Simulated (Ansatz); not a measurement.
# Co: the cost of one run

Method: DFT PBE, scalar-relativistic, plane waves, PAW, in Ansatz 0.2.0.

## 1. The structure to begin with

Symmetry: P3m1, No. 156, trigonal system. The conventional cell has a = 2.471 Å, b = 2.471 Å, c = 32.154 Å, α = 90.00°, β = 90.00°, γ = 120.00°. Co (site symmetry 3m) has 9 Co at 2.47 Å as nearest neighbours. Co (site symmetry 3m) is surrounded by 12 Co at 2.47 Å.

Coordinates:

```cif
data_structure
_symmetry_space_group_name_H-M 'P3m1'
_symmetry_Int_Tables_number 156
_cell_length_a 2.4706
_cell_length_b 2.4706
_cell_length_c 32.1544
_cell_angle_alpha 90.000
_cell_angle_beta 90.000
_cell_angle_gamma 120.000
_cell_volume 169.97
loop_
_atom_site_label
_atom_site_type_symbol
_atom_site_symmetry_multiplicity
_atom_site_Wyckoff_symbol
_atom_site_fract_x
_atom_site_fract_y
_atom_site_fract_z
_atom_site_occupancy
Co1 Co 1 a 0.00000 0.00000 0.27990 1
Co2 Co 1 c 0.66667 0.33333 0.34279 1
Co3 Co 1 b 0.33333 0.66667 0.40567 1
Co4 Co 1 c 0.66667 0.33333 0.46856 1
Co5 Co 1 a 0.00000 0.00000 0.53144 1
Co6 Co 1 c 0.66667 0.33333 0.59433 1
Co7 Co 1 b 0.33333 0.66667 0.65721 1
Co8 Co 1 c 0.66667 0.33333 0.72010 1
```

Slab cut from the bulk at the bulk's listed lattice constants, lower half held.

## 2. Relaxing the atoms

Contents of input.yaml:

```yaml
crystal:
  lattice:
    - [2.47056178, 0.0, 0.0]
    - [-1.23528089, 2.13956926, 0.0]
    - [0.0, 0.0, 32.15440885]
  atoms:
    - { symbol: Co, position: [0.33333333, 0.66666666, 0.2798994079], spin: 3.0 }
    - { symbol: Co, position: [0.0, 0.0, 0.3427852885], spin: 3.0 }
    - { symbol: Co, position: [0.66666667, 0.33333334, 0.4056711691], spin: 3.0 }
    - { symbol: Co, position: [0.0, 0.0, 0.4685570597], spin: 3.0 }
    - { symbol: Co, position: [0.33333333, 0.66666666, 0.5314429403], spin: 3.0 }
    - { symbol: Co, position: [0.0, 0.0, 0.5943288309], spin: 3.0 }
    - { symbol: Co, position: [0.66666667, 0.33333334, 0.6572147115], spin: 3.0 }
    - { symbol: Co, position: [0.0, 0.0, 0.7201005921], spin: 3.0 }
basis:
  ecutwfc: 420.0
  fft_grid_basis: typed
kpoints:
  mp_grid: { grid: [12, 12, 1] }
hamiltonian:
  xc: pbe
  pseudopotentials: { kind: paw }
scf:
  occupations: { method: gaussian, width: 0.1 }
output:
  forces: true
  eigenvalues: true
  populations: true
efield:
  axis: 3
  dipole_correction: true
  ramp_width: 0.04
magnetization:
  spin_polarized: true
relax:
  adjacent_minimum: "off"
  f_tol: 0.04
  max_steps: 40
  constraints: [{ sites: [0, 1, 2, 3] }]
```

Started as:

```
> ansatz run input.yaml --threads 2 --pin off --max-ram 4423MiB --backend cpu --events-out ev --progress --plain --runs-dir out
```

**Question.** How long does this run take on 2 threads of Arm Neoverse N1, shared host, and how much memory does it need?

About 5.8 min, with a peak of 0.77 GiB.
